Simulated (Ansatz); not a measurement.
Ir3Os, space group Pm-3m: relaxations under a series of pressures, run with the Python package of Ansatz (0.2.0).

`run_compress.py`:
```python
from dataclasses import dataclass

import ansatz as az
import numpy as np


@dataclass(frozen=True)
class RunConfig:
    functional: str = "pbesol"
    cutoff: int = 470
    kmesh: tuple[int, ...] = (7, 7, 7)
    smearing_width: float = 0.05


opts = RunConfig()

def edges_and_angles(cell):
    cell = np.asarray(cell)
    a, b, c = np.linalg.norm(cell, axis=1)
    cosines = cell[1] @ cell[2] / (b * c), cell[0] @ cell[2] / (a * c), cell[0] @ cell[1] / (a * b)
    return (a, b, c, *np.degrees(np.arccos(cosines)))

lattice = az.Lattice.of(
    [3.848074, 0.0, 0.0],
    [0.0, 3.848074, 0.0],
    [0.0, 0.0, 3.848074],
)
sites = [
    ("Os", [0.0, 0.0, 0.0]),
    ("Ir", [0.0, 0.5, 0.5]),
    ("Ir", [0.5, 0.5, 0.0]),
    ("Ir", [0.5, 0.0, 0.5]),
]
structure = az.Crystal(lattice=lattice)
for symbol, position in sites:
    structure = structure.atom(symbol, position)

model = (
    structure.calculation()
    .functional(opts.functional)
    .basis(opts.cutoff)
    .kpoints(mesh=opts.kmesh)
    .occupations(az.OccupationsMethod.FERMI_DIRAC, width=opts.smearing_width)
)

rows = []
for pressure in [0, 5, 10, 20]:
    out = model.relax(cell=True, pressure=pressure).run()
    cell = out.lattice.cell_ang
    n_atoms = len(out.lattice.sites)
    volume = abs(np.linalg.det(cell)) / n_atoms
    enthalpy = out.report["free_energy_ev"] / n_atoms + pressure * volume / 160.21766
    rows.append((pressure, volume, enthalpy, *edges_and_angles(cell)))
    print(f"{pressure} GPa done: {volume:.4f} A^3/atom")

print(" P (GPa)  V (A^3/atom)  H (eV/atom)     a       b       c")
for row in rows:
    print("{:8.1f} {:12.4f} {:14.5f} {:7.4f} {:7.4f} {:7.4f}".format(*row[:6]))
p, v = np.array([row[0] for row in rows], float), np.array([row[1] for row in rows])
print("mean bulk modulus between rows (GPa):", np.round(-np.diff(p) / np.diff(np.log(v)), 1))
```

How far does the cell shrink over this series of pressures, and what bulk modulus does the first step imply?

The volume falls from 14.01 Å³ an atom at 0 GPa to 13.39 at 20 GPa, by 4.4 %. Between 0 and 5 GPa, -V dP/dV is about 409 GPa, a mean over that step.

What the script printed:

```console
$ python run_compress.py
0 GPa done: 14.0126 A^3/atom
5 GPa done: 13.8423 A^3/atom
10 GPa done: 13.6835 A^3/atom
20 GPa done: 13.3948 A^3/atom
 P (GPa)  V (A^3/atom)  H (eV/atom)     a       b       c
     0.0      14.0126   -11662.00621  3.8270  3.8270  3.8270
     5.0      13.8423   -11661.57161  3.8114  3.8114  3.8114
    10.0      13.6835   -11661.14214  3.7968  3.7968  3.7968
    20.0      13.3948   -11660.29730  3.7699  3.7699  3.7699
mean bulk modulus between rows (GPa): [408.9 433.4 468.9]
```

Caveats:
- Total energies depend on the potentials; only differences at equal settings carry meaning.
- Spin is left out of this run.
- At a fixed pressure a relaxation lowers the enthalpy F + PV, while F alone can rise.
- The mesh is modest for a metal, so energies can be off by several to tens of meV an atom and pressures by half a GPa or more; differences at equal mesh fare better.
- Spin-orbit coupling, which matters for elements this heavy, is left out.
- This cell is a computed structure, which may not be the phase found in nature.
- Symmetry holds the cell in this phase, whether or not it is the stable one at each pressure.
- Finished in 59 s on 1 thread of Arm Neoverse V1, on a shared host, peak memory 0.46 GiB.
